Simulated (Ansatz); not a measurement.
# InBr2Cl: one species, many methods

The task here is to estimate one member of a computed series from the others.

Computed with Ansatz 0.2.0, Gaussian basis. Level: functionals in def2-TZVPP, the program's frozen cores in correlated methods.

Plan: LDA (SPW92), PBE-D4, revPBE-D4, BLYP-D4, r2SCAN-D4, B97M-V, PBE0-D4, B3LYP-D4, r2SCANh-D4, r2SCAN0-D4, HSE06-D4, BHLYP-D4, CAM-B3LYP-D4, LC-ωPBE, ωB97X-V, ωB97M-V, B2PLYP, PBE-QIDH; CCSD(T)/def2-SVP; CCSD(T)/def2-TZVPP; MP2/def2-QZVPP; extrapolation to the limit; RPA on PBE.

1 further run of the same task is left out (for a known fault of the program). Runs told in other sessions of the task aren't counted.

## Structure used throughout

The geometry comes from an earlier relaxation with PBE0-D4 in a triple-zeta def2 set; it is a stationary point. In takes the def2 core potential; no spin-orbit term is included.

4 atoms, charge 0, spin multiplicity 1.

Atoms are counted from 1 here; the program's logs count them from 0.

Bond lengths: Cl1–In2 2.299 Å, In2–Br3 2.434 Å, In2–Br4 2.434 Å. Angles: Cl1–In2–Br3 119.4°, Cl1–In2–Br4 119.4°, Br3–In2–Br4 121.2°.

The first run:

Input file in.yaml:

```yaml
crystal:
  periodic: [false, false, false]
  atoms:
    - {symbol: Cl, position_ang: [-1.918364, -0.981535, 0.865525]}
    - {symbol: In, position_ang: [-0.018889, -0.009657, 0.008519]}
    - {symbol: Br, position_ang: [2.162814, -0.776119, 0.767664]}
    - {symbol: Br, position_ang: [-0.225550, 1.767312, -1.641708]}
basis:
  gaussian: {orbitals: def2-TZVPP}
hamiltonian: {xc: lda}
output: {orbitals: {seedname: orbitals}}
```

Started as:

```sh
ansatz run in.yaml --threads 4 --pin off --events-out ev --progress --plain --max-ram 10444MiB
```

Steps of the session up to this table: LDA; PBE-D4 (GGA); revPBE-D4 (GGA); BLYP-D4 (GGA); r2SCAN-D4 (meta-GGA); B97M-V (meta-GGA); B3LYP-D4 (hybrid); r2SCANh-D4 (hybrid); r2SCAN0-D4 (hybrid); HSE06-D4 (hybrid); BHLYP-D4 (hybrid); CAM-B3LYP-D4 (range-separated); LC-ωPBE (range-separated); ωB97X-V (range-separated); ωB97M-V (range-separated); B2PLYP (double hybrid); PBE-QIDH (double hybrid).

One table of the session follows, with a row left open; its other results are not shown here.

It belongs to the step «Frontier levels by functional». 

```
  functional  HOMO (eV)  LUMO (eV)  gap (eV)
 LDA (SPW92)      -7.73      -4.11      3.62
      PBE-D4      -7.55      -3.77      3.77
   revPBE-D4      -7.49      -3.65      3.83
     BLYP-D4      -7.36      -3.71      3.64
   r2SCAN-D4      -7.90      -3.62      4.28
      B97M-V      -7.95      -3.57      4.38
     PBE0-D4      -8.85      -2.95      5.90
    B3LYP-D4      -8.56      -3.24      5.32
  r2SCANh-D4      -8.37      -3.32      5.06
  r2SCAN0-D4          ?          ?         ?
    HSE06-D4      -8.45      -3.32      5.13
    BHLYP-D4      -9.96      -2.08      7.88
CAM-B3LYP-D4     -10.16      -2.02      8.14
     LC-ωPBE     -11.58      -0.78     10.79
     ωB97X-V     -11.20      -0.93     10.27
     ωB97M-V     -11.05      -1.03     10.02
```

Q: Estimate the row for r2SCAN0-D4 from the others.

Worked estimate for «HOMO (eV)». Against the share of exact exchange, r2SCAN-D4 (0, -7.90), r2SCANh-D4 (0.1, -8.37) give a slope of -4.70 per unit share; at 0.25 the line stands at -9.07.

**Answer.** HOMO (eV): -9.08; LUMO (eV): -2.86; gap (eV): 6.22. In «HOMO (eV)» the line misses by +0.01.
